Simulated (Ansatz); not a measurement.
# LiZn3: the cost of one run

Computed with Ansatz 0.2.0 (DFT r2SCAN, scalar-relativistic, plane waves, PAW, unless a step's input says otherwise).

2 further runs of the same task are left out: 2 that didn't finish.

### 1 The system as given

The structure is cubic, space group Fm-3m (No. 225). Conventional cell: a = 6.022 Å, b = 6.022 Å, c = 6.022 Å, α = 90.00°, β = 90.00°, γ = 90.00°. Li (site symmetry m-3m) has 8 Zn at 2.61 Å as nearest neighbours. Around Zn (site symmetry -43m) lie 4 Li at 2.61 Å and 4 Zn at 2.61 Å. Zn (site symmetry m-3m) is surrounded by 8 Zn at 2.61 Å.

Structure file:

```cif
data_structure
_symmetry_space_group_name_H-M 'P 1'
_symmetry_Int_Tables_number 1
_cell_length_a 4.2584
_cell_length_b 4.2584
_cell_length_c 4.2584
_cell_angle_alpha 60.000
_cell_angle_beta 60.000
_cell_angle_gamma 60.000
_cell_volume 54.60
loop_
_atom_site_label
_atom_site_type_symbol
_atom_site_fract_x
_atom_site_fract_y
_atom_site_fract_z
_atom_site_occupancy
Li1 Li 0.00000 0.00000 0.00000 1
Zn1 Zn 0.25000 0.25000 0.25000 1
Zn2 Zn 0.75000 0.75000 0.75000 1
Zn3 Zn 0.50000 0.50000 0.50000 1
```

The structure comes from the Materials Project (structure only).

(A quick probe on a coarse mesh, which set the mesh and smearing, is not shown.)

### 3 Relaxing cell and atoms

File input.yaml:

```yaml
crystal:
  lattice:
    - [0.0, 3.01111119, 3.01111119]
    - [3.01111119, 0.0, 3.01111119]
    - [3.01111119, 3.01111119, 0.0]
  atoms:
    - { symbol: Li, position: [0.0, 0.0, 0.0] }
    - { symbol: Zn, position: [0.25, 0.25, 0.25] }
    - { symbol: Zn, position: [0.75, 0.75, 0.75] }
    - { symbol: Zn, position: [0.5, 0.5, 0.5] }
basis:
  ecutwfc: 500
kpoints:
  mp_grid: { grid: [12, 12, 12] }
hamiltonian:
  xc: r2scan
scf:
  occupations: { method: gaussian, width: 0.1 }
output:
  forces: true
  stress: true
  eigenvalues: true
  write_density: true
  write_potential: true
  elf: true
  volumetric_format: npy
relax:
  adjacent_minimum: "off"
  f_tol: 0.005
  max_steps: 80
  cell: { stress_tol: 0.05 }
```

Run with:

```
$ ansatz run input.yaml --threads 1 --pin off --max-ram 2560MiB --backend cpu --events-out ev --progress --plain --runs-dir out
```

Q: Estimate wall time and peak memory on 1 thread of Arm Neoverse V2, shared host.

About 44 s, with a peak of 0.6 GiB.
